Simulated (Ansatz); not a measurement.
# GeH₈N₂OSi: a ladder of functionals and wavefunction methods

How much do the methods differ for GeH₈N₂OSi? The plan is to run it at one geometry with functionals of several rungs and with coupled cluster, and see how far each lands from CCSD(T) at the basis-set limit for the atomisation energy.

Computed with Ansatz 0.2.0, Gaussian basis. Level: functionals in def2-TZVPP, the program's frozen cores in correlated methods.

Levels to be run: PBE-D4, r2SCAN-D4, PBE0-D4, B3LYP-D4, ωB97X-V, ωB97M-V, B2PLYP; CCSD(T)/def2-TZVPP; MP2/def2-QZVPP; extrapolation to the limit.

## 1. The relaxed structure

The geometry comes from an earlier relaxation with PBE0-D4 in a triple-zeta def2 set; it is a stationary point, not always the lowest conformer.

13 atoms, charge 0, spin multiplicity 1.

Atoms are counted from 1 here; the program's logs count them from 0.

Bond lengths: N1–Ge2 1.848 Å, N1–H6 1.011 Å, N1–H7 1.012 Å, Ge2–Si3 2.375 Å, Ge2–H8 1.556 Å, Ge2–H9 1.541 Å, Si3–N4 1.708 Å, Si3–O5 1.658 Å, Si3–H10 1.489 Å, N4–H11 1.006 Å, N4–H12 1.006 Å, O5–H13 0.959 Å. Angles: Ge2–N1–H6 114.6°, Ge2–N1–H7 111.7°, H6–N1–H7 108.6°, N1–Ge2–Si3 106.6°, N1–Ge2–H8 113.5°, N1–Ge2–H9 107.2°, Si3–Ge2–H8 109.9°, Si3–Ge2–H9 113.5°, H8–Ge2–H9 106.3°, Ge2–Si3–N4 110.1°, Ge2–Si3–O5 101.2°, Ge2–Si3–H10 115.5°, N4–Si3–O5 116.7°, N4–Si3–H10 104.2°, O5–Si3–H10 109.5°, Si3–N4–H11 123.2°, Si3–N4–H12 122.7°, H11–N4–H12 112.5° and more.

## 2. PBE-D4 (GGA)

in.yaml reads:

```yaml
crystal:
  periodic: [false, false, false]
  atoms:
    - {symbol: N, position_ang: [-1.553633, 1.184999, -1.566866]}
    - {symbol: Ge, position_ang: [0.205090, 0.909362, -1.069360]}
    - {symbol: Si, position_ang: [0.149071, -0.241761, 1.007670]}
    - {symbol: N, position_ang: [1.647183, -1.009575, 1.294050]}
    - {symbol: O, position_ang: [-1.165975, -1.228253, 0.794457]}
    - {symbol: H, position_ang: [-1.677166, 1.486666, -2.523742]}
    - {symbol: H, position_ang: [-2.119744, 0.360685, -1.413599]}
    - {symbol: H, position_ang: [1.022340, 0.088054, -2.107918]}
    - {symbol: H, position_ang: [0.877127, 2.293546, -0.986506]}
    - {symbol: H, position_ang: [-0.060084, 0.613154, 2.208678]}
    - {symbol: H, position_ang: [2.126570, -1.557067, 0.599616]}
    - {symbol: H, position_ang: [2.014669, -1.154762, 2.218785]}
    - {symbol: H, position_ang: [-1.465448, -1.745038, 1.544745]}
basis:
  gaussian: {orbitals: def2-TZVPP}
hamiltonian: {xc: pbe, dispersion: d4}
output: {forces: true, orbitals: {seedname: orbitals}}
```

The run is started by

```sh
$ ansatz run in.yaml --threads 2 --pin off --events-out ev --progress --plain --max-ram 32768MiB --backend cuda --devices 0, --max-vram 18GiB
```

After this run come: r2SCAN-D4 (meta-GGA); PBE0-D4 (hybrid); B3LYP-D4 (hybrid); ωB97X-V (range-separated); ωB97M-V (range-separated); B2PLYP (double hybrid); CCSD(T) in def2-TZVPP; MP2 in def2-QZVPP.

**Question.** What will the summary of the whole plan be? Wanted: atomisation energy, CCSD(T)/CBS; farthest; mean size of error, hybrid; mean size of error, range-separated; gap, smallest and largest; T1 diagnostic; triples share of the correlation energy.

The runs gave:

```
                               quantity                                          value
        atomisation energy, CCSD(T)/CBS                                      44.832 eV
    functionals within 0.448 eV (1.0 %)  PBE-D4, r2SCAN-D4, B3LYP-D4, ωB97X-V, ωB97M-V
                               farthest                             B2PLYP (-0.777 eV)
             mean size of error, hybrid                                       0.446 eV
    mean size of error, range-separated                                       0.122 eV
              gap, smallest and largest           4.99 eV (PBE-D4), 11.60 eV (ωB97X-V)
                          T1 diagnostic                                         0.0114
triples share of the correlation energy                                          3.5 %
```

PBE-D4 is off by +0.172 eV. Double hybrids carry the basis error of their MP2 part in triple zeta, and no dispersion term here, so their miss is partly the set-up's. The reference freezes the cores and leaves out relativity and excitations past (T), and its outer-core shells are covered unevenly, so misses under about 0.448 eV can't be ranked. Hartree-Fock recovers 68 % of the binding; the rest is correlation. The gap grows from 5.0 to 11.6 eV across the functionals, mostly with the share of exact exchange. Correlated methods include outer-core shells of Ge, which these sets cover unevenly.
